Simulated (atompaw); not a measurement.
# Hg: the cost of one run

Program: atompaw 4.2.0.5. Reference atom: PBE, scalar-relativistic, spherical and spin-unpolarised. All values are calculated.

## (1) Starting point

Typed settings, in words:

```
element                 : mercury (Hg, Z = 80)
type                    : PAW
frozen core             : [Xe] 4f14
valence charge          : 12
reference configuration : 5d10 6s2 6p0
partial waves           : 6s (bound): rc 2.25 bohr; 6s channel at 0.05 Ry: rc 3.00 bohr; 6p (bound, empty): rc 3.00 bohr; 6p channel at 0.8 Ry: rc 3.00 bohr; 5d (bound): rc 1.58 bohr; 5d channel at 0.4 Ry: rc 3.00 bohr
local potential         : troulliermartins scheme with l = 3 at 1 Ry, radius 2.65 bohr
core correction         : smooth core density matched at 2.00 bohr
augmentation charge     : sinc compensation charge, radius 2.80 bohr; PAW radius 3.00 bohr; waves and projectors: custom polynom2 7 10 vanderbiltortho
```

The outer shells as boxes (Hund's rule for the drawing; the calculation is spin-unpolarised):

```
[Xe] core
4f [↑↓][↑↓][↑↓][↑↓][↑↓][↑↓][↑↓]
5d [↑↓][↑↓][↑↓][↑↓][↑↓]
6s [↑↓]
6p [  ][  ][  ]
```

An earlier all-electron run gives the scale for the radii.

All-electron outer shells of the reference configuration (PBE, scalar-relativistic, ld1.x):

| shell | level (eV) | outermost node (bohr) | outermost maximum (bohr) |
| --- | --- | --- | --- |
| 4f | -95.89 | – | 0.37 |
| 5p | -66.52 | 0.51 | 0.93 |
| 5d | -9.86 | 0.55 | 1.17 |
| 6s | -6.82 | 1.08 | 2.21 |
| 6p | -1.05 | 1.28 | 3.34 |

## (2) The generation run

Contents of Hg.input:

```
Hg 80
GGA-PBE scalarrelativistic loggrid 2001 logderivrange -3 5 201
6 6 5 4 0 0
6 1 0
0 0 0
c
c
c
c
c
v
c
c
c
c
v
c
c
v
c
2
3.00 2.80 2.65 2.00
y
0.05
n
y
0.8
n
y
0.4
n
custom polynom2 7 10 vanderbiltortho sinc
3 1 troulliermartins
2.25
3.00
3.00
3.00
1.58
3.00
PWSCFOUT
UPFDX 0.0125d0 UPFXMIN -7.d0 UPFZMESH 80.d0
END
```

Launch:

```bash
$ atompaw < Hg.input > Hg.log
```

**Question.** How long does this run take on 1 thread of Intel Xeon 6975P-C, shared host?

About 6.8 s.
